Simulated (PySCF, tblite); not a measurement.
# C8H15P: geometry, infrared bands and NMR shifts

Wanted: the infrared bands and NMR shifts of C8H15P (`C=C[C@@H]1CCCCP1C`), by calculation.

The runs use tblite 0.8.0 and PySCF 2.14.0, with density-fitted response routines of our own; the level of theory stands in each step. All values are computed, except where a source is named. Atoms are numbered from 0 throughout.

## (1) The molecule as given

24 atoms, charge 0, multiplicity 1; geometry from: force field or distance geometry start.

Bonds of the start (Å): C0–C1 1.35, C1–C2 1.50, C2–C3 1.53, C3–C4 1.54, C4–C5 1.54, C5–C6 1.53, C6–P7 1.85, P7–C8 1.83, P7–C2 1.85, C0–H9 1.07, C0–H10 1.09, C1–H11 1.09, C2–H12 1.11, C3–H13 1.11, C3–H14 1.09, C4–H15 1.09, C4–H16 1.09, C5–H17 1.09, C5–H18 1.09, C6–H19 1.09, C6–H20 1.11, C8–H21 1.09, C8–H22 1.11, C8–H23 1.10.

## (2) Relaxing the molecule with GFN2-xTB

The job: settings as JSON, then the geometry in Å.

```
{"job": {"kind": "relax", "xc": "GFN2-xTB", "basis": "xTB"}, "charge": 0, "multiplicity": 1}
C      3.039500    -0.762200    -0.608300
C      2.186100     0.172900    -0.133000
C      0.777700    -0.034000     0.338200
C      0.267400    -1.475800     0.373200
C     -1.203900    -1.590700     0.808500
C     -2.151800    -0.875200    -0.173800
C     -1.857500     0.623900    -0.280000
P     -0.153500     0.936600    -0.936700
C      0.078000     2.653900    -0.357700
H      4.041600    -0.491500    -0.880600
H      2.736300    -1.795200    -0.755800
H      2.594200     1.169400     0.002000
H      0.643800     0.421000     1.337400
H      0.877500    -2.052200     1.097200
H      0.384600    -1.970100    -0.589300
H     -1.484900    -2.646700     0.865700
H     -1.328500    -1.174300     1.813300
H     -3.179000    -1.017500     0.176700
H     -2.083500    -1.344600    -1.153400
H     -2.584200     1.095000    -0.934500
H     -1.972400     1.089400     0.715600
H      1.085600     3.010300    -0.571600
H     -0.094500     2.759700     0.729800
H     -0.630400     3.317700    -0.875300
```

Launch:

```
$ OMP_NUM_THREADS=1 python probes_run.py task.json out
```

The driver reads the jobs from task.json and runs them one after another.

**Question.** This job is followed by: GFN2-xTB harmonic vibrations, gas phase; GIAO PBE0/pcSseg-1 NMR shielding, non-relativistic, gas phase. What will the session give for the following? strongest single infrared mode (GFN2-xTB); zero-point energy (GFN2-xTB); ¹³C shifts against TMS (PBE0/pcSseg-1); ¹H shifts against TMS (PBE0/pcSseg-1, means over atoms taken as alike); ³¹P shifts against H3PO4 (PBE0/pcSseg-1).

**Answer**, as computed:

| quantity | value |
| --- | --- |
| strongest single infrared mode (GFN2-xTB) | 2972 cm⁻¹, 99 km/mol |
| zero-point energy (GFN2-xTB) | 130.8 kcal/mol |
| ¹³C shifts against TMS (PBE0/pcSseg-1) | 148.8, 118.0, 52.5, 35.9, 32.9, 31.8, 29.4, 17.2 ppm |
| ¹H shifts against TMS (PBE0/pcSseg-1, means over atoms taken as alike) | 6.50, 5.32, 5.17, 2.06, 1.95, 1.94, 1.88, 1.60, 1.51, 1.49, 1.24, 1.18, 1.14 ppm |
| ³¹P shifts against H3PO4 (PBE0/pcSseg-1) | -45.8 ppm |

In words: The optimisation took 75 steps and gained 0.174 eV; among the close pairs (by a distance rule), C2–P7 changed most, from 1.853 to 1.885 Å. No mode is imaginary among the 66: a minimum at this level. Unscaled tight-binding wavenumbers are off by several per cent, some by more. Its intensities can rank the bands wrongly. The most deshielded carbon is C1 (alkene CH), at 148.8 ppm: as expected for a trigonal carbon in a double bond. H11 (hydrogen on an alkene CH) lies farthest downfield among hydrogen, at 6.50 ppm; a vinylic proton, deshielded by the sp2 carbon and the C=C anisotropy. At PBE0/pcSseg-1: Shielding is most anisotropic at C1 (span 246 ppm, paramagnetic term -217 ppm).
